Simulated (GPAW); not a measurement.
MgB, 2 atoms in the cell. Symmetry: Pm-3m, No. 221, cubic system. The conventional cell has a = 2.895 Å, b = 2.895 Å, c = 2.895 Å, α = 90.00°, β = 90.00°, γ = 90.00°. Around Mg (site symmetry m-3m) lie 8 B at 2.51 Å. B (site symmetry m-3m) is surrounded by 8 Mg at 2.51 Å. The cell was built by a generator and needn't be a form met in nature.

| Quantity | Value |
| --- | --- |
| Program | GPAW 26.7.0 |
| Task | band structure |
| Functional | LDA |
| Potentials or basis | JTH PAW 2.0, LDA |
| Cutoff | 800 eV |
| Basis | pw |
| k mesh | 9 × 9 × 9 |
| Occupations | fermi-dirac, width 0.05 eV |
| Spin | no spin polarisation |
| Maxiter | 150 |
| Band path | GXMGRX,MR |
| Band points | 80 |
| Data set | B jth, Mg jth |

Potentials or basis: JTH PAW 2.0, LDA, pw.

Launch:

```bash
$ OMP_NUM_THREADS=1 python run.py
```

Hardware: 1 thread of Arm Neoverse V2, with other jobs on the host.

Question: Estimate the wall time of this run.

Answer: It took 18 s on 1 thread of Arm Neoverse V2 (shared host), peak memory 0.21 GiB. Counts: scf iterations 12, plane waves 1267, bands 15, k points 35.
